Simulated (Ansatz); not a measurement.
Write the native input for Ansatz 0.2.0 that does the following.

| Item | Value |
| --- | --- |
| Task | single point |
| Functional | PBEsol |
| Potentials or basis | Ansatz PAW |
| Cutoff | 420 eV (not typed: the program's choice for these potentials) |
| k mesh | 10 × 10 × 4 |
| Occupations | fermi-dirac, width 0.05 eV |
| Spin | collinear spin, ferromagnetic start |
| Starting moments | [0.0, 1.0, 1.0] μB |
| Fixed moment | 2 μB |

The system is Co2Pd.

```
Pd Co
1.0
     2.63793    0.00000    0.00000
    -1.31897    2.28451    0.00000
     0.00000    0.00000    6.31934
Pd Co
1 2
Direct
  0.00000 0.00000 0.00000
  0.66667 0.33333 0.34978
  0.33333 0.66667 0.65022
```

The cell comes from a database or a generator and needn't be the stable form of this composition.

One way to write it, as run:

input.yaml

```yaml
crystal:
  lattice:
    - [2.6379305253, 0.0, 0.0]
    - [-1.3189652627, 2.2845148484, 0.0]
    - [0.0, 0.0, 6.319344]
  atoms:
    - { symbol: Pd, position: [0.0, 0.0, 0.0] }
    - { symbol: Co, position: [0.6666666667, 0.3333333333, 0.349778], spin: 1.0 }
    - { symbol: Co, position: [0.3333333333, 0.6666666667, 0.650222], spin: 1.0 }
hamiltonian:
  xc: pbesol
  pseudopotentials: { kind: paw }
magnetization:
  spin_polarized: true
  initial_magnetization: 2.0
  spin_locking: { lock_magnetization: hard }
kpoints:
  mp_grid: { grid: [10, 10, 4] }
scf:
  occupations: { method: fermi_dirac, width: 0.05 }
  lower_state_search: "off"
output:
  forces: true
  stress: true
  eigenvalues: true
```

Potentials or basis: Ansatz PAW.

Launch:

```sh
$ ansatz run input.yaml --threads 2 --pin off --max-ram 5632MiB --backend cpu --events-out ev --progress --plain --runs-dir out
```

Results of the run:

The pressure is -14.7 GPa, the largest force is 0.340 eV/Å and the net moment is 2.00 μB per cell. The absolute moment is 2.63 μB per cell and the site moments are Pd -0.16; Co +1.15 μB.

Caveat: the total moment is fixed, so each spin has its own Fermi level; the PAW data sets come from PBE, with cores solved anew for the run's functional, which leaves a small shift of forces and pressure; the thresholds are loose for stress.

Wall time 4.9 s on 2 threads of Arm Neoverse V2, on a shared host, peak memory 0.38 GiB.
